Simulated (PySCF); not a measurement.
# LiSb: from the state search to spectroscopic constants

One table from this session's results is given with a row withheld; the runs are named, their logs left out.

Computed with PySCF 2.14.0. Level: Li aug-cc-pVDZ, Sb aug-cc-pVDZ-PP with ECP28, scalar-relativistic core potentials.

1 further run of the same task is left out (it didn't finish).

Set-up of the first run:

A driver script around PySCF takes these settings:

- atoms: Li, Sb
- charge: 0
- basis: Li aug-cc-pVDZ, Sb aug-cc-pVDZ-PP with ECP28
- Hamiltonian: scalar-relativistic core potentials
- basis functions: 55
- electrons treated: 26
- masses in u: 7.0160, 120.9038
- levels: PBE0, PBE, r²SCAN, BP86, TPSS, PBEsol, LC-ωPBE, HF, MP2, SCS-MP2
- grid: 80 radial by 434 angular points
- occupations: held fixed by the projection of orbital angular momentum
- dissociation limit: Li + Sb, each in its ground configuration
- starting distance in angstrom: 2.650
- values of 2S to try: 0, 2, 4

Command:

```bash
> OMP_NUM_THREADS=1 python dia.py task.json out
```

Among the steps run: The job; The PBE0 curve of the state that the search chose; Excited determinants; PBE; r²SCAN (meta-GGA); BP86 (GGA); TPSS (meta-GGA); PBEsol (GGA); LC-ωPBE (range-separated hybrid); UHF (mean field).

One of the session's tables, all rows but one given; the rest of the session is left out.

It belongs to the step «Constants by level of theory». 

```
      level  Re (Å)  ωe (cm⁻¹)  De (eV)  μ (D)
        UHF   2.657        392     0.60  -7.19
    UHF-MP2   2.647        384     1.20    n/a
UHF-SCS-MP2   2.651        379     1.21    n/a
        PBE   2.640        382     1.58  -5.97
     PBEsol   2.629        386     1.67  -6.09
       BP86   2.643        381     1.65  -6.18
       TPSS   2.642        384     1.62  -6.19
     r²SCAN   2.635        391     1.57  -6.54
       PBE0       ?          ?        ?      ?
    LC-ωPBE   2.598        418     1.48  -6.95
```

Q: Estimate the row for PBE0 from the others.

**Answer.** Re (Å): 2.624; ωe (cm⁻¹): 396; De (eV): 1.52; μ (D): -6.41. In the column «Re (Å)» it lies between LC-ωPBE (2.598) and PBEsol (2.629).

De is counted to Li + Sb in their ground configurations.
